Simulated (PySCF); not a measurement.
# C4H9Al: the cost of one run

Computed with PySCF 2.14.0, with density-fitted response routines of our own, on a single molecule in the gas phase. Atoms count from 0, in the outputs and in this text.

## 1. Starting geometry

14 atoms, charge 0, multiplicity 1; geometry from: GFN2-xTB. The atoms were then displaced at random by about 0.01 Å, so the start is not that level's minimum.

Bonds of the start (Å): C0–Al1 2.02, Al1–C2 2.00, C2–C3 1.48, C3–C4 1.48, C4–C2 1.50, C0–H5 1.11, C0–H6 1.07, C0–H7 1.09, Al1–H8 1.57, C2–H9 1.08, C3–H10 1.07, C3–H11 1.09, C4–H12 1.09, C4–H13 1.09.

## 2. Optimising the geometry at PBE0-D3(BJ)/def2-SVP

What the job is given:

```
{"job": {"xc": "PBE0", "basis": "def2-SVP", "d3": "d3bj", "grid": 1, "shake": 0.01, "kind": "geom"}, "charge": 0, "multiplicity": 1}
C      2.825360    -0.237050     0.061100
Al     0.904110     0.357200     0.210240
C     -0.780000    -0.568040    -0.327980
C     -1.813660     0.417490    -0.727950
C     -1.919640    -0.240990     0.597260
H      3.481070     0.640680     0.207150
H      3.097790    -0.973480     0.794670
H      3.059120    -0.631080    -0.930620
H      0.569370     1.749420     0.855590
H     -0.854620    -1.543890    -0.787430
H     -1.599730     1.467460    -0.733190
H     -2.549240     0.127610    -1.481410
H     -1.736230     0.401290     1.460920
H     -2.690850    -0.981670     0.793890
```

On the command line:

```sh
OMP_NUM_THREADS=1 python probes_run.py task.json out
```

The driver reads the jobs from task.json and runs them one after another.

**Question.** How long does this first job take on 1 thread of Arm Neoverse V2, shared host, and how much memory does it need?

About 23 s, with a peak of 0.51 GiB.
